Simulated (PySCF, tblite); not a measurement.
**C4H14GeSSi: geometry, infrared bands and NMR shifts**

Wanted: the infrared bands and NMR shifts of C4H14GeSSi (`C[S][GeH2][CH2]CC[SiH3]`), by calculation.

Programs: tblite 0.8.0 and PySCF 2.14.0, with density-fitted response routines of our own. Each step states its level of theory. These are calculated values for one molecule in the gas phase, unless marked as measured. Atoms are numbered from 0 throughout.

### 1 The starting structure

21 atoms, charge 0, multiplicity 1; geometry from: force field or distance geometry start.

Bonds of the start (Å): C0–S1 1.82, S1–Ge2 2.24, Ge2–C3 1.93, C3–C4 1.50, C4–C5 1.52, C5–Si6 1.89, C0–H7 1.11, C0–H8 1.11, C0–H9 1.12, Ge2–H10 1.55, Ge2–H11 1.56, C3–H12 1.14, C3–H13 1.12, C4–H14 1.13, C4–H15 1.11, C5–H16 1.09, C5–H17 1.12, Si6–H18 1.48, Si6–H19 1.47, Si6–H20 1.45.

### 2 Optimising the geometry with GFN2-xTB

Job settings and geometry (Å):

```
{"job": {"kind": "relax", "xc": "GFN2-xTB", "basis": "xTB"}, "charge": 0, "multiplicity": 1}
C     -4.448200     0.258200     0.084100
S     -3.219400    -0.990100    -0.403400
Ge    -1.186400    -0.102000    -0.072800
C      0.202900    -1.440000    -0.165800
C      1.445800    -0.832300     0.415200
C      1.799400     0.376700    -0.435400
Si     3.371100     1.079300     0.351100
H     -3.984100     0.940600     0.821300
H     -4.744900     0.806800    -0.833000
H     -5.309800    -0.314100     0.525300
H     -1.076700     0.603700     1.299000
H     -0.886500     0.957800    -1.175700
H     -0.104000    -2.383400     0.394500
H      0.318500    -1.690900    -1.249000
H      1.215200    -0.447400     1.449300
H      2.308700    -1.524400     0.436700
H      1.019100     1.139600    -0.454400
H      2.041500    -0.008900    -1.454700
H      4.178800    -0.096100     0.728800
H      2.967800     1.725200     1.607700
H      4.082300     1.958600    -0.560000
```

Started as:

```sh
OMP_NUM_THREADS=1 python probes_run.py task.json out
```

The driver reads the jobs from task.json and runs them one after another.

**Question.** This job is followed by: GFN2-xTB harmonic vibrations, gas phase; GIAO PBE0/pcSseg-1 NMR shielding, non-relativistic, gas phase. What will the session give for the following? strongest single infrared mode (GFN2-xTB); zero-point energy (GFN2-xTB); 13C shifts against TMS (PBE0/pcSseg-1); 1H shifts against TMS (PBE0/pcSseg-1, means over atoms taken as alike); 33S shifts against CS2 (PBE0/pcSseg-1); 73Ge shifts against GeMe4 (PBE0/pcSseg-1); 29Si shifts against TMS (PBE0/pcSseg-1); surface potential, 1st and 99th percentile.

The runs gave:

```
                                                              quantity                                   value
                             strongest single infrared mode (GFN2-xTB)                   1868 cm⁻¹, 518 km/mol
                                          zero-point energy (GFN2-xTB)                           99.4 kcal/mol
                                13C shifts against TMS (PBE0/pcSseg-1)              28.0, 22.5, 16.4, 14.3 ppm
1H shifts against TMS (PBE0/pcSseg-1, means over atoms taken as alike)  4.81, 3.80, 2.03, 1.69, 1.52, 0.58 ppm
                                33S shifts against CS2 (PBE0/pcSseg-1)                                -213 ppm
                             73Ge shifts against GeMe4 (PBE0/pcSseg-1)                                 -58 ppm
                               29Si shifts against TMS (PBE0/pcSseg-1)                               -70.8 ppm
                                 surface potential, 1st and 99th percentile                      -1.08 V and 0.87 V
```

**Reading.** Relaxing lowered the energy by 0.575 eV in 135 steps; the close pair that moved most is Ge2–C3, from 1.931 to 1.987 Å. No mode is imaginary among the 57: a minimum at this level. The strongest single mode, at 1868 cm⁻¹, moves mainly H10 and H11. GFN2-xTB is a fitted tight-binding method: band positions and strengths are rough. Its intensities can rank the bands wrongly. At PBE0/pcSseg-1: The largest span, 326 ppm, is at S1, where the paramagnetic term is -343 ppm. Spin-orbit coupling is left out, which matters for shieldings and couplings at and beside the heavy atoms.
